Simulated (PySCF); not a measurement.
**[Nd(NH2)4]−: other functionals and bases at one geometry**

Aim: see how levels, charges and forces of [Nd(NH2)4]− depend on the level of theory. The species was built from a template and needn't be a known compound.

Computed with PySCF 2.14.0. Level: several levels, as the steps say, no spin–orbit coupling.

2 further runs of the same task are left out: 2 for a known fault of the program.

### 1 The system as given

13 atoms, charge -1, spin multiplicity 1.

Bond lengths: Nd1–N2 2.329 Å, Nd1–N5 2.329 Å, Nd1–N8 2.329 Å, Nd1–N11 2.329 Å, N2–H3 1.034 Å, N2–H4 1.032 Å, N5–H6 1.032 Å, N5–H7 1.034 Å, N8–H9 1.032 Å, N8–H10 1.034 Å, N11–H12 1.034 Å, N11–H13 1.032 Å. Angles: N2–Nd1–N5 111.2°, N2–Nd1–N8 106.1°, N2–Nd1–N11 111.2°, N5–Nd1–N8 111.2°, N5–Nd1–N11 106.0°, N8–Nd1–N11 111.2°, Nd1–N2–H3 122.0°, Nd1–N2–H4 132.7°, H3–N2–H4 104.9°, Nd1–N5–H6 132.8°, Nd1–N5–H7 121.9°, H6–N5–H7 104.9°, Nd1–N8–H9 132.7°, Nd1–N8–H10 122.0°, H9–N8–H10 104.9°, Nd1–N11–H12 121.9°, Nd1–N11–H13 132.8°, H12–N11–H13 104.9°.

As a file:

```xyz
13
charge -1, multiplicity 1
Nd    0.0003    0.0000    0.0000
N     1.4010    1.3710    1.2578
H     2.2789    1.0208    1.6761
H     1.4050    2.3860    1.4440
N    -1.4008   -1.2579    1.3706
H    -1.4066   -1.4445    2.3854
H    -2.2777   -1.6769    1.0181
N     1.4010   -1.3710   -1.2578
H     1.4050   -2.3860   -1.4440
H     2.2789   -1.0208   -1.6761
N    -1.4008    1.2579   -1.3706
H    -2.2777    1.6769   -1.0181
H    -1.4066    1.4445   -2.3854
```

Formal oxidation states: Nd +3. Each metal's 3 4f electrons lie in its core potential, so multiplicities, spins and levels count the valence alone. An earlier session relaxed this geometry at BP86, Nd lcecp-1-SVP with ECP49, N def2-SVP, H def2-SVP (singlet, point group S4).

At BP86 on the finer grid: E = -257.786015 Eh, HOMO 0.14 eV, LUMO 3.20 eV, Mulliken charge on Nd1 +0.40 e, largest force component 0.012 eV/Å. The highest filled level lies above zero; it isn't the detachment energy.

Levels to run: TPSS; PBE; revPBE; r2SCAN; BP86, TZVP. Hardware: 2 threads of Arm Neoverse V2, shared host.

### 2 TPSS

run.py (the lines that set the calculation)

```python
mol = gto.M(atom='''
Nd     0.00031     0.00000     0.00000
N      1.40104     1.37102     1.25777
H      2.27892     1.02083     1.67610
H      1.40500     2.38597     1.44395
N     -1.40078    -1.25792     1.37059
H     -1.40661    -1.44448     2.38538
H     -2.27773    -1.67692     1.01814
N      1.40104    -1.37102    -1.25777
H      1.40500    -2.38597    -1.44395
H      2.27892    -1.02083    -1.67610
N     -1.40078     1.25792    -1.37059
H     -2.27773     1.67692    -1.01814
H     -1.40661     1.44448    -2.38538''',
    basis={'Nd': 'lcecp-1-SVP', 'N': 'def2-SVP', 'H': 'def2-SVP'},
    ecp={'Nd': 'lcecp-1-SVP'},
    charge=-1, spin=0)
mf = dft.RKS(mol, xc='TPSS')
mf.grids.atom_grid = (75, 302)  # f atoms: unpruned, at least (60, 302)
mf = mf.density_fit()  # fitting sets: Nd AutoAux, N def2-universal-JKFIT, H def2-universal-JKFIT
mf.conv_tol = 1e-08; mf.max_cycle = 55
mf.kernel(dm0)  # dm0: the density of the relaxed state
```

On the command line:

```
> OMP_NUM_THREADS=2 python run.py
```

### 3 PBE

run.py (the lines that set the calculation): that of step 2 with these lines changed.

```diff
@@ -17,3 +17,3 @@
     charge=-1, spin=0)
-mf = dft.RKS(mol, xc='TPSS')
+mf = dft.RKS(mol, xc='PBE')
 mf.grids.atom_grid = (75, 302)  # f atoms: unpruned, at least (60, 302)
```

### 4 revPBE

run.py (the lines that set the calculation): that of step 3 with these lines changed.

```diff
@@ -17,3 +17,3 @@
     charge=-1, spin=0)
-mf = dft.RKS(mol, xc='PBE')
+mf = dft.RKS(mol, xc='PBE_R,PBE')
 mf.grids.atom_grid = (75, 302)  # f atoms: unpruned, at least (60, 302)
```

### 5 r2SCAN

run.py (the lines that set the calculation): that of step 4 with these lines changed.

```diff
@@ -17,3 +17,3 @@
     charge=-1, spin=0)
-mf = dft.RKS(mol, xc='PBE_R,PBE')
+mf = dft.RKS(mol, xc='R2SCAN')
 mf.grids.atom_grid = (75, 302)  # f atoms: unpruned, at least (60, 302)
```

### 6 BP86, TZVP

Basis: Nd lcecp-1-TZVP with ECP49, N def2-TZVP, H def2-TZVP. 

run.py (the lines that set the calculation): that of step 5 with these lines changed.

```diff
@@ -14,6 +14,6 @@
 H     -1.40661     1.44448    -2.38538''',
-    basis={'Nd': 'lcecp-1-SVP', 'N': 'def2-SVP', 'H': 'def2-SVP'},
-    ecp={'Nd': 'lcecp-1-SVP'},
+    basis={'Nd': 'lcecp-1-TZVP', 'N': 'def2-TZVP', 'H': 'def2-TZVP'},
+    ecp={'Nd': 'lcecp-1-TZVP'},
     charge=-1, spin=0)
-mf = dft.RKS(mol, xc='R2SCAN')
+mf = dft.RKS(mol, xc='B88,P86')
 mf.grids.atom_grid = (75, 302)  # f atoms: unpruned, at least (60, 302)
@@ -21,2 +21,2 @@
 mf.conv_tol = 1e-08; mf.max_cycle = 55
-mf.kernel(dm0)  # dm0: the density of the relaxed state
+mf.kernel(dm0)  # dm0: free metal ions and neutral atoms
```

**Question.** What will these runs give? Wanted: for each run, HOMO; gap; charge on Nd1; dipole; largest force.

As calculated:

| level | state | HOMO (eV) | gap (eV) | charge on Nd1 (e) | dipole (D) | largest force (eV/Å) | basis functions | time |
| --- | --- | --- | --- | --- | --- | --- | --- | --- |
| BP86 (relaxed here) | singlet | 0.14 | 3.06 | 0.40 | 0.00 | 0.01 | 129 | 27 s |
| TPSS | singlet | 0.20 | 3.10 | 0.56 | 0.00 | 0.11 | 129 | 16 s |
| PBE | singlet | 0.26 | 2.85 | 0.40 | 0.00 | 0.07 | 129 | 9.3 s |
| revPBE | singlet | 0.32 | 2.83 | 0.47 | 0.00 | 0.08 | 129 | 9.5 s |
| r2SCAN | singlet | -0.03 | 3.66 | 0.62 | 0.00 | 0.38 | 129 | 16 s |
| BP86, TZVP | singlet | -0.24 | 3.23 | 1.43 | 0.00 | 0.36 | 219 | 36 s |

Times are on 2 threads of Arm Neoverse V2, shared host; the first row also made further properties. The dipole of a charged species depends on the origin, so these sizes hold for this origin alone.

In one basis the gap runs from 2.83 eV (revPBE) to 3.66 eV (r2SCAN). The largest leftover force, 0.38 eV/Å with r2SCAN, stands at a geometry relaxed at another level. The Mulliken charge on Nd spans +0.40 to +1.43 e over the levels. With 4f in the core, its levels are missing from HOMO and gap. Total energies of different levels can't be compared. Spin–orbit coupling is left out throughout.
